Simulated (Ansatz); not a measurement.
**Re: how the settings move a relaxation**

Aim: see which settings change the result for Re, by how much, and at what cost.

This is Re in the fcc structure; at room conditions it is hcp.

Computed with Ansatz 0.2.0 (reference: DFT, r2SCAN, PAW with Ansatz's default frozen-core files, scalar-relativistic, unless a step's input says otherwise).

### Step 1. The structure to begin with

The structure is cubic, space group Fm-3m (No. 225). The conventional cell has a = 4.053 Å, b = 4.053 Å, c = 4.053 Å, α = 90.00°, β = 90.00°, γ = 90.00°. Around Re (site symmetry m-3m) lie 12 Re at 2.87 Å.

Coordinates:

```
CELL_PARAMETERS angstrom
0.00000 2.02632 2.02632
2.02632 0.00000 2.02632
2.02632 2.02632 0.00000
ATOMIC_POSITIONS crystal
Re 0.00000 0.00000 0.00000
```

### Step 2. Reference

Input file input.yaml:

```yaml
crystal:
  lattice:
    - [0.0, 2.0263214968, 2.0263214968]
    - [2.0263214968, 0.0, 2.0263214968]
    - [2.0263214968, 2.0263214968, 0.0]
  atoms:
    - { symbol: Re, position: [0.0, 0.0, 0.0] }
kpoints:
  mp_grid: { grid: [14, 14, 14] }
scf:
  occupations: { method: fermi_dirac, width: 0.05 }
hamiltonian:
  xc: r2scan
  pseudopotentials: { kind: paw }
output:
  forces: true
  stress: true
  efg: { contact_densities: true }
  write_density: true
  write_potential: true
  elf: true
  volumetric_format: npy
relax:
  f_tol: 0.005
  max_steps: 80
  cell: {}
```

Run with:

```sh
ansatz run input.yaml --threads 1 --pin off --max-ram 2048MiB --backend cpu --events-out ev --progress --plain --runs-dir out
```

### Step 3. Changing settings: n_extra_bands 2

input.yaml: that of step 2 with these lines changed.

```diff
@@ -11,2 +11,3 @@
   occupations: { method: fermi_dirac, width: 0.05 }
+  n_extra_bands: 2
 hamiltonian:
@@ -18,6 +19,2 @@
   efg: { contact_densities: true }
-  write_density: true
-  write_potential: true
-  elf: true
-  volumetric_format: npy
 relax:
```

What does the calculation give? Wanted: for each run, ending; energy change; pressure; gap; force.

As calculated:

| run | ending | energy change | pressure (GPa) | gap (eV) | force (eV/Å) | cycles | time |
| --- | --- | --- | --- | --- | --- | --- | --- |
| reference | converged | 0 | 0.0 | 0.00 | 0.00 | 31 | 22 s |
| 1: n_extra_bands 2 | converged | 0.0 meV/atom | 0.0 | 0.00 | 0.00 | 30 | 19 s |

Times don't compare one to one where runs were asked for different outputs or read a saved state (see the inputs); cycles may leave out searches for a lower state.

With the changed band count the energy agrees within 0.5 meV/atom.
